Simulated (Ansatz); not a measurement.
# C2H4SSe: a ladder of functionals and wavefunction methods

How much do the methods differ for C2H4SSe? The plan is to run it at one geometry with functionals of several rungs and with coupled cluster. The yardstick is the atomisation energy at the CCSD(T) limit.

Computed with Ansatz 0.2.0, Gaussian basis. Level: functionals in def2-TZVPP, the program's frozen cores in correlated methods.

Levels to be run: PBE-D4, r2SCAN-D4, PBE0-D4, B3LYP-D4, ωB97X-V, ωB97M-V, B2PLYP; CCSD(T)/def2-TZVPP; MP2/def2-QZVPP; extrapolation to the limit.

## Step 1: The geometry

The geometry comes from an earlier relaxation with PBE0-D4 in a triple-zeta def2 set; it is a stationary point, not always the lowest conformer.

SMILES `CC(S)=[Se]`, 8 atoms, charge 0, spin multiplicity 1.

Atoms are counted from 1 here; the program's logs count them from 0.

Bond lengths: C1–C2 1.493 Å, C1–H5 1.095 Å, C1–H6 1.088 Å, C1–H7 1.095 Å, C2–S3 1.723 Å, C2–Se4 1.774 Å, S3–H8 1.349 Å. Angles: C2–C1–H5 110.3°, C2–C1–H6 110.4°, C2–C1–H7 110.2°, H5–C1–H6 109.3°, H5–C1–H7 107.3°, H6–C1–H7 109.2°, C1–C2–S3 117.5°, C1–C2–Se4 123.7°, S3–C2–Se4 118.7°, C2–S3–H8 98.5°.

## Step 2: PBE-D4 (GGA)

in.yaml reads:

```yaml
crystal:
  periodic: [false, false, false]
  atoms:
    - {symbol: C, position_ang: [0.042441, 0.795346, 0.256692]}
    - {symbol: C, position_ang: [-0.388717, -0.399980, -0.526279]}
    - {symbol: S, position_ang: [0.382845, -1.901010, -0.178064]}
    - {symbol: Se, position_ang: [-1.639449, -0.355585, -1.783279]}
    - {symbol: H, position_ang: [-0.113174, 0.624886, 1.326883]}
    - {symbol: H, position_ang: [-0.519925, 1.673726, -0.052505]}
    - {symbol: H, position_ang: [1.111246, 0.980365, 0.107967]}
    - {symbol: H, position_ang: [1.216934, -1.474948, 0.792684]}
basis:
  gaussian: {orbitals: def2-TZVPP}
hamiltonian: {xc: pbe, dispersion: d4}
output: {forces: true, orbitals: {seedname: orbitals}}
```

Launch:

```console
$ ansatz run in.yaml --threads 4 --pin off --events-out ev --progress --plain --max-ram 10444MiB
```

The runs that follow: r2SCAN-D4 (meta-GGA); PBE0-D4 (hybrid); B3LYP-D4 (hybrid); ωB97X-V (range-separated); ωB97M-V (range-separated); B2PLYP (double hybrid); CCSD(T) in def2-TZVPP; MP2 in def2-QZVPP.

**Question.** What will the summary of the whole plan be? Wanted: atomisation energy, CCSD(T)/CBS; farthest; mean size of error, hybrid; mean size of error, range-separated; gap, smallest and largest; T1 diagnostic; triples share of the correlation energy.

**Answer**, as computed:

```
                               quantity                                           value
        atomisation energy, CCSD(T)/CBS                                   2821.8 kJ/mol
 functionals within 28.2 kJ/mol (1.0 %)  r2SCAN-D4, PBE0-D4, B3LYP-D4, ωB97X-V, ωB97M-V
                               farthest                           PBE-D4 (+93.1 kJ/mol)
             mean size of error, hybrid                                     13.5 kJ/mol
    mean size of error, range-separated                                      6.6 kJ/mol
              gap, smallest and largest             2.05 eV (PBE-D4), 8.27 eV (ωB97X-V)
                          T1 diagnostic                                          0.0162
triples share of the correlation energy                                           4.6 %
```

**Reading.** PBE-D4 misses by +93.1 kJ/mol. Double hybrids carry the basis error of their MP2 part in triple zeta, and no dispersion term here, so their miss is partly the set-up's. Misses under about 28.2 kJ/mol are within the doubt on the reference itself, which lacks core-valence correlation, relativity and higher excitations, and its outer-core shells are covered unevenly. All levels share the lack of spin-orbit coupling, which lowers the free heavy atoms and so the true binding. Hartree-Fock recovers 69 % of the binding; the rest is correlation. The gap grows from 2.0 to 8.3 eV across the functionals, mostly with the share of exact exchange. The restricted reference is unstable towards a spin-broken one. Correlated methods include outer-core shells of Se, which these sets cover unevenly.
